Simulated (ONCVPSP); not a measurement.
# An ONCV potential for germanium, from input to tests

Aim: build the potential from the settings below, then test how well it stands in for the atom: other configurations, scattering, ghost states and the plane-wave cutoff that it needs.

Method: ONCVPSP 4.0.1.1 (patched build), LDA (Perdew-Wang 92), scalar-relativistic.

## (1) Starting point

The settings as typed:

| Item | Value |
| --- | --- |
| element | germanium (Ge, Z = 32) |
| type | optimised norm-conserving Vanderbilt (ONCV) |
| frozen core | [Ar] |
| valence charge | 14 |
| reference configuration | 3d10 4s2 4p2 |
| partial waves | 4s: rc 1.50 bohr, ncon 4, nbas 8, qcut 5.1 1/bohr, 2 projectors, debl 1.7 Ha; 4p: rc 1.75 bohr, ncon 4, nbas 8, qcut 3.8 1/bohr, 2 projectors, debl 2.3 Ha; 3d: rc 1.25 bohr, ncon 3, nbas 8, qcut 15.1 1/bohr, local |
| local potential | the d channel |
| core correction | not asked for |

The outer shells as boxes (Hund's rule for the drawing; the calculation is spin-unpolarised):

```
[Ar] core
3d [↑↓][↑↓][↑↓][↑↓][↑↓]
4s [↑↓]
4p [↑ ][↑ ][  ]
```

## (2) Generating the potential

The input, Ge.dat:

```
# ATOM AND REFERENCE CONFIGURATION
# atsym  z   nc   nv     iexc    psfile
  Ge 32.00    5    3  -001012      upf
#
#   n    l    f
    1    0    2.00
    2    0    2.00
    2    1    6.00
    3    0    2.00
    3    1    6.00
    3    2   10.00
    4    0    2.00
    4    1    2.00
#
# PSEUDOPOTENTIAL AND OPTIMIZATION
# lmax
    2
#
#   l,   rc,      ep,       ncon, nbas, qcut
    0    1.50    0.00    4    8    5.10
    1    1.75    0.00    4    8    3.80
    2    1.25    0.00    3    8   15.10
#
# LOCAL POTENTIAL
# lloc, lpopt,  rc(5),   dvloc0
    2    5    1.25    0.00
#
# VANDERBILT-KLEINMAN-BYLANDER PROJECTORs
# l, nproj, debl
    0    2    1.70
    1    2    2.30
    2    0    3.00
#
# MODEL CORE CHARGE
# icmod, fcfact, rcfact
    0    0.00    0.00
#
# LOG DERIVATIVE ANALYSIS
# epsh1, epsh2, depsh
   -3.00    5.00    0.02
#
# OUTPUT GRID
# rlmax, drl
    6.00    0.01
#
# TEST CONFIGURATIONS
# ncnf
    4
# nvcnf
#   n    l    f
    3
    3    2   10.00
    4    0    2.00
    4    1    1.00
#
    3
    3    2   10.00
    4    0    2.00
    4    1    0.00
#
    3
    3    2   10.00
    4    0    1.00
    4    1    0.00
#
    3
    3    2    9.00
    4    0    2.00
    4    1    3.00
#
```

Run with:

```console
$ oncvpsp.x < Ge.dat > Ge.out
```

Q: Predict the outcome of this session. Wanted: cutoffs for 1 and 0.1 mHa per electron, occupied waves; bound ghosts; GHOST(+) flags; largest test error; largest phase difference near zero energy, channels read.

The runs gave:

| quantity | value |
| --- | --- |
| cutoffs for 1 and 0.1 mHa per electron, occupied waves | 80 Ha and 90 Ha |
| bound ghosts | s at -134.80 eV |
| GHOST(+) flags | s at 461 eV, p at 6 eV |
| largest test error (AE − PS) | -0.4 meV, for 3d10 4s2 4p1 (3 tests unsolved) |
| largest phase difference near zero energy, channels read | 3.136 rad |

In words: A bound ghost (s) makes it unfit for use: electrons can fall into a state that the atom doesn't have. The worst unpolarised test, 3d10 4s2 4p1, is off by 0.4 meV on 7.6 eV; by total energies transferability rates as very good where solved. Atomic tests can pass in spite of a ghost, since they solve only for the levels asked. Of the tests 3 gave no usable energy difference, which is a warning in itself. By its cutoff, 80 Ha for the looser tolerance, it is very hard. At the looser tolerance the 3d wave is the slowest; 4s needs 9 Ha. Of the channels read, p scatters worst near zero energy, by up to 3.14 rad. A step near π is an extra or missing state, not a misfit of shape. The pseudo curves have a pole with no partner nearby in the atom's: p at 0.20 Ha. At positive energy that is a spurious or a displaced resonance. The program also flags highly localised states, GHOST(+) (s, p).
